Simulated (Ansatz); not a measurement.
Write a Python script for the Ansatz DFT code, driven from Python that makes a polarisability from point charges of CH5ClSSi, SMILES C[SiH](S)Cl. Use (for the species named): PBE0, def2-SVPD basis, multiplicity 1, D3BJ dispersion.

```csv
atom,x (Å),y (Å),z (Å)
C,-0.2266,0.9727,-0.5625
Si,0.0546,-0.7579,-0.2075
S,1.5258,-0.8977,1.3000
Cl,-1.5747,-1.6304,0.4909
H,0.6235,1.5155,-0.9652
H,-0.6121,1.5741,0.3147
H,-1.0254,1.1268,-1.3338
H,0.5377,-1.4772,-1.4213
H,0.7857,-0.4722,2.3676
```

`field.py`:
```python
import ansatz
from ase import Atoms
import numpy as np

BASIS_SET = 'def2-SVPD'
FUNCTIONAL = 'pbe0'
VDW = 'd3bj'


def main() -> None:
    atoms = Atoms(['C', 'Si', 'S', 'Cl', 'H', 'H', 'H', 'H', 'H'], positions=[
        [-0.2266, 0.9727, -0.5625],
        [0.0546, -0.7579, -0.2075],
        [1.5258, -0.8977, 1.3],
        [-1.5747, -1.6304, 0.4909],
        [0.6235, 1.5155, -0.9652],
        [-0.6121, 1.5741, 0.3147],
        [-1.0254, 1.1268, -1.3338],
        [0.5377, -1.4772, -1.4213],
        [0.7857, -0.4722, 2.3676],
    ])
    molecule = ansatz.Crystal.molecule_from_ase(atoms)

    model = (
        molecule.calculation()
        .basis(gaussian=BASIS_SET)
        .functional(FUNCTIONAL, dispersion=VDW)
        .forces()
    )
    centre = np.mean([site.position_ang for site in molecule.cartesian_sites], axis=0)
    field = 2 * 14.399645 * 4.0 / 40.0 ** 2


    def dipole(axis, sign):
        arm = 40.0 * np.eye(3)[axis]
        pair = [{'charge': sign * 4.0, 'position_ang': (centre - arm).tolist()}, {'charge': -sign * 4.0, 'position_ang': (centre + arm).tolist()}]
        deck = model.input().set(ansatz.key.basis.gaussian.point_charges, pair)
        return np.array(ansatz.Session.from_dict(deck).plan().execute().report['charge_distribution']['dipole_moment_e_ang'])


    print(f'field {field:.4f} V/A')
    alpha = np.array([(dipole(axis, 1) - dipole(axis, -1)) / (2 * field) * 14.399645 for axis in range(3)])
    print('polarisability tensor (A^3)')
    print(np.array2string(alpha, precision=3, suppress_small=True))
    print(f'mean {np.trace(alpha) / 3:.3f} A^3 = {np.trace(alpha) / 3 / 0.14818471:.2f} bohr^3')


if __name__ == '__main__':
    main()
```

```console
$ python field.py
field 0.0720 V/A
polarisability tensor (A^3)
[[11.232  0.31   0.765]
 [ 0.309 10.34  -0.523]
 [ 0.764 -0.522 10.532]]
mean 10.701 A^3 = 72.21 bohr^3
```

Notes:
- The settings weren't tested for convergence.
- The geometry is a force-field or estimated start, not a minimum of this method, and the basis set is short of its limit. The field of two point charges is only nearly even.
- Hardware and time: 45 s on 1 thread of Arm Neoverse V1, with other jobs on the host, peak memory 0.4 GiB.
